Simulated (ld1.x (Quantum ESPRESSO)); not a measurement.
# How the radius of the p waves shapes a TM potential for In, part 2 of 2

One potential is built and tested. Then the radius of the p waves is changed, to learn what it costs or gains.

ld1.x (Quantum ESPRESSO) 7.5; first potential PBE, scalar-relativistic. The steps go on from the part before.

**4. Scattering by logarithmic derivatives**

Taken from the files of the generation run. The phase is arctan(r·u′/u) with u = r·R, unwrapped, with energies in Ry. A pole is an energy at which the radial function vanishes at the test radius. The pseudo phase is shifted by a multiple of π to meet the all-electron one at the reference energy. Levels narrower than the energy grid can be missing from the poles. The last column is the largest difference on the grid between −1 and +1 Ry.

| channel | radius (bohr) | reference (Ry) | poles AE | poles PS | window around the reference with phases within 0.05 rad (Ry) | largest difference near zero (rad) |
| --- | --- | --- | --- | --- | --- | --- |
| s | 2.90 | -0.64 | 0.36 | 0.34 | below 2.1 | 0.006 |
| p | 2.90 | -0.21 | 1.42 | 1.37 | below 3.0 | 0.005 |

Phases (rad) along the scan:

```csv
E (Ry),s AE,s PS,p AE,p PS
-3.00,1.327,1.327,1.348,1.347
-2.52,1.289,1.288,1.322,1.321
-2.04,1.224,1.223,1.284,1.282
-1.56,1.087,1.086,1.222,1.221
-1.08,0.602,0.600,1.104,1.102
-0.60,-0.943,-0.943,0.787,0.786
-0.12,-1.425,-1.426,-0.361,-0.362
0.36,-1.571,-1.574,-1.213,-1.216
0.84,-1.654,-1.660,-1.448,-1.453
1.32,-1.724,-1.736,-1.554,-1.562
1.80,-1.805,-1.833,-1.624,-1.635
2.28,-1.930,-2.012,-1.683,-1.702
2.76,-2.209,-2.570,-1.749,-1.784
3.24,-3.083,-3.896,-1.842,-1.924
3.72,-4.071,-4.378,-2.020,-2.294
4.20,-4.388,-4.537,-2.541,-3.538
4.68,-4.517,-4.617,-3.776,-4.273
```

**5. Cutoff and ghost test in a Bessel basis**

A separate test, outside the generator: the pseudo-atom's Hamiltonian at the reference potential is diagonalised in spherical Bessel functions j_l(qr) that vanish at 20 bohr, with q² up to the cutoff.

All-electron valence levels (Ry): 5p -0.2118, 5s -0.6413. The lowest levels of each channel (Ry) by cutoff; the last column sums, over occupied levels, occupation times the distance from the level at 400 Ry. A positive value at high cutoff is not a bound level.

```csv
cutoff (Ry),p #1,s #1,d #1,f #1,Σ f·Δε (mRy)
8,-0.2093,-0.6319,0.0360,0.0987,17.7
10,-0.2109,-0.6350,0.0359,0.0987,10.8
12,-0.2115,-0.6351,0.0359,0.0987,9.7
15,-0.2116,-0.6358,0.0358,0.0987,8.6
21,-0.2117,-0.6398,0.0358,0.0987,2.4
25,-0.2117,-0.6407,0.0358,0.0987,0.9
30,-0.2118,-0.6410,0.0358,0.0987,0.4
35,-0.2118,-0.6411,0.0358,0.0987,0.4
400,-0.2118,-0.6413,0.0358,0.0987,0.0
```

The sum stays within 10 mRy from 12 Ry and within 1 mRy from 25 Ry. The sum leaves out empty levels, which can need more. Ghost test: no level below the all-electron spectrum of its channel (p, s, d, f tested).

**6. Variant: radius of the p waves (bohr) = 3.42**

In.in

```
 &input
   title='In', zed=49., rel=1, dft='PBE', iswitch=3,
   config='[Kr] 4d10 5s1.5 5p1.5',
   nld=2, rlderiv=3.70, eminld=-3.0, emaxld=5.0, deld=0.02
 /
 &inputp
   pseudotype=2, tm=.true., lloc=0,
   nlcc=.true., new_core_ps=.true., rcore=1.15,
   file_pseudopw='In.UPF', file_wfcaegen='ae.wfc', file_wfcncgen='nc.wfc', file_beta='beta', file_chi='chi'
 /
2
5P  2  1   1.50   0.00  3.42  3.42  0.0
5S  1  0   1.50   0.00  2.00  2.00  0.0
 &test
   configts(1)='5s1.5 5p1.5'
 /
```

Command:

```
$ ld1.x < In.in > In.out
```

Output in In.out (without the banner and most projector matrices):

```text
     Program LD1 v.7.5
     [... all-electron run as in step 2 ...]


     --------------------- Generating NC pseudopotential ---------------------

      Generating local pot.: lloc=0, matching radius rcloc =   2.0000

      Computing core charge for nlcc:

       r > 1.16 : true rho core
      Core charge pseudized with two Bessel functions
      Integrated core pseudo-charge :  24.42

      Wfc   5P  rcut= 3.432  Using Troullier-Martins method

     ------------------- End of pseudopotential generation -------------------

     [... all-electron run as in step 2 ...]


     Computing logarithmic derivative in   3.72270
     Computing logarithmic derivative in   3.72270
     Computing the partial wave expansion
       no projector for channel:   0
     R is outside the sphere for l=    1 j= 0.00

     ---------------------- Testing the pseudopotential ----------------------

     In
     scalar relativistic calculation

     atomic number is 49.00   valence charge is  3.00
     dft =PBE   lsd =0 sic =0 latt =0  beta=0.20 tr2=1.0E-14
     mesh =1241 r(mesh) = 100.30140 xmin = -7.00 dx = 0.01250

     n l     nl             e AE (Ry)        e PS (Ry)    De AE-PS (Ry)
     1 0     5S   1( 1.50)       -0.64130       -0.64130        0.00000
     2 1     5P   1( 1.50)       -0.21177       -0.21177        0.00000

     eps = 9.2E-15  iter = 15

     Etot =  -11763.066080 Ry,   -5881.533040 Ha, -160044.667275 eV
     Etotps =   -56.280719 Ry,     -28.140359 Ha,    -765.738187 eV

     Ekin =       1.292536 Ry,       0.646268 Ha,      17.585843 eV
     Encl =      -6.041298 Ry,      -3.020649 Ha,     -82.196050 eV
     Ehrt =       2.639505 Ry,       1.319753 Ha,      35.912301 eV
     Ecxc =     -54.225807 Ry,     -27.112903 Ha,    -737.779684 eV
     (Ecc =     -52.551917 Ry,     -26.275958 Ha,    -715.005250 eV)
     Epseu=       0.054345 Ry,       0.027173 Ha,       0.739402 eV

     ---------------------- End of pseudopotential test ----------------------
```

Run time: 1.4 s. Hardware: 1 thread, shared host. This counts the later configuration tests of the new file too.

The test run was repeated on this file; only its results are given.

The tests as a table, with energies relative to 5s1.5 5p1.5.

```tsv
valence configuration	charge	ΔE all-electron (eV)	error AE − PS (meV)
5s2 5p1	0	-2.884	-3.0
5s2 5p0	+1	2.479	-6.4
5s1 5p0	+2	21.713	-172
5s2 5p1.3	-0.3	-3.417	-4.6
5s1 5p2	0	2.956	-3.6
5s0 5p3	0	9.063	-28
5s1 5p1	+1	9.072	-31
```

With this change the loose cutoff goes from 12 Ry to 10 Ry, the largest test error goes from -152 to -172 meV and there is no bound ghost.

**7. Now with radius of the p waves (bohr) = 3.76**

In.in: that of step 6 with these lines changed.

```diff
@@ -3,3 +3,3 @@
    config='[Kr] 4d10 5s1.5 5p1.5',
-   nld=2, rlderiv=3.70, eminld=-3.0, emaxld=5.0, deld=0.02
+   nld=2, rlderiv=4.10, eminld=-3.0, emaxld=5.0, deld=0.02
  /
@@ -11,3 +11,3 @@
 2
-5P  2  1   1.50   0.00  3.42  3.42  0.0
+5P  2  1   1.50   0.00  3.76  3.76  0.0
 5S  1  0   1.50   0.00  2.00  2.00  0.0
```

Command:

```
$ ld1.x < In.in > In.out
```

Output in In.out (without the banner and most projector matrices):

```text
     Program LD1 v.7.5
     [... all-electron run as in step 2 ...]


     --------------------- Generating NC pseudopotential ---------------------

      Generating local pot.: lloc=0, matching radius rcloc =   2.0000

      Computing core charge for nlcc:

       r > 1.16 : true rho core
      Core charge pseudized with two Bessel functions
      Integrated core pseudo-charge :  24.42

      Wfc   5P  rcut= 3.793  Using Troullier-Martins method

     ------------------- End of pseudopotential generation -------------------

     [... all-electron run as in step 2 ...]


     Computing logarithmic derivative in   4.11422
     Computing logarithmic derivative in   4.11422
     Computing the partial wave expansion
       no projector for channel:   0
     R is outside the sphere for l=    1 j= 0.00

     ---------------------- Testing the pseudopotential ----------------------

     In
     scalar relativistic calculation

     atomic number is 49.00   valence charge is  3.00
     dft =PBE   lsd =0 sic =0 latt =0  beta=0.20 tr2=1.0E-14
     mesh =1241 r(mesh) = 100.30140 xmin = -7.00 dx = 0.01250

     n l     nl             e AE (Ry)        e PS (Ry)    De AE-PS (Ry)
     1 0     5S   1( 1.50)       -0.64130       -0.64130        0.00000
     2 1     5P   1( 1.50)       -0.21177       -0.21177        0.00000

     eps = 1.0E-15  iter = 16

     Etot =  -11763.066080 Ry,   -5881.533040 Ha, -160044.667275 eV
     Etotps =   -56.283291 Ry,     -28.141645 Ha,    -765.773182 eV

     Ekin =       1.293457 Ry,       0.646728 Ha,      17.598376 eV
     Encl =      -6.034267 Ry,      -3.017134 Ha,     -82.100385 eV
     Ehrt =       2.641370 Ry,       1.320685 Ha,      35.937666 eV
     Ecxc =     -54.232561 Ry,     -27.116281 Ha,    -737.871589 eV
     (Ecc =     -52.551917 Ry,     -26.275958 Ha,    -715.005250 eV)
     Epseu=       0.048711 Ry,       0.024356 Ha,       0.662750 eV

     ---------------------- End of pseudopotential test ----------------------
```

It took 1.4 s on 1 thread, shared host. This counts the later configuration tests of the new file too.

The new file went through the configuration test as well (its log is not shown).

Energies count from the reference configuration 5s1.5 5p1.5; the error is all-electron less pseudo.

```csv
valence configuration,charge,ΔE all-electron (eV),error AE − PS (meV)
5s2 5p1,0,-2.884,-1.9
5s2 5p0,+1,2.479,-7.9
5s1 5p0,+2,21.713,-188
5s2 5p1.3,-0.3,-3.417,-3.6
5s1 5p2,0,2.956,-2.3
5s0 5p3,0,9.063,-16
5s1 5p1,+1,9.072,-31
```

Against the first potential, the loose cutoff goes from 12 Ry to 10 Ry, the largest test error goes from -152 to -188 meV and there is no bound ghost.

**8. Comparison**

What follows sums up all 2 parts.

Cutoffs, loose and tight: the cutoffs (Ry, on a coarse ladder) from which the occupation-weighted sum of valence levels, in a spherical-Bessel basis at the reference potential, stays within 10 and 1 mRy of its value at 400 Ry; empty and scattering waves don't count. The number of plane waves in a given cell goes as the cutoff to the power 3/2; it is given for the loose cutoff, relative to the first potential. Test errors are all-electron less pseudo. The phase difference is the largest within 1 Ry of zero, over the channels with partial waves.

```tsv
radius of the p waves (bohr)	outcome	cutoff, loose	cutoff, tight	plane waves, relative	bound ghosts	largest test error (meV)	phase difference near zero (rad)
2.68 (first)	generated	12 Ry	25 Ry	1.00	none	-152	0.006
3.42	generated	10 Ry	25 Ry	0.76	none	-172	0.031
3.76	generated	10 Ry	25 Ry	0.76	none	-188	0.078
```

The loose cutoff is 12 Ry at 2.68, 10 Ry at 3.42 and 10 Ry at 3.76. The largest test error is 152 meV at 2.68, 172 meV at 3.42 and 188 meV at 3.76.

The first potential by itself. The worst unpolarised test, 5s1 5p0, is off by 152 meV on 21.7 eV; by total energies transferability rates as poor. The potential is soft on the atom at that tolerance: the looser tolerance needs 12 Ry. The slowest occupied level is 5s: taken alone it needs 25 Ry to come within 1 mRy, against 10 Ry for 5p. No bound ghost shows below the valence levels.
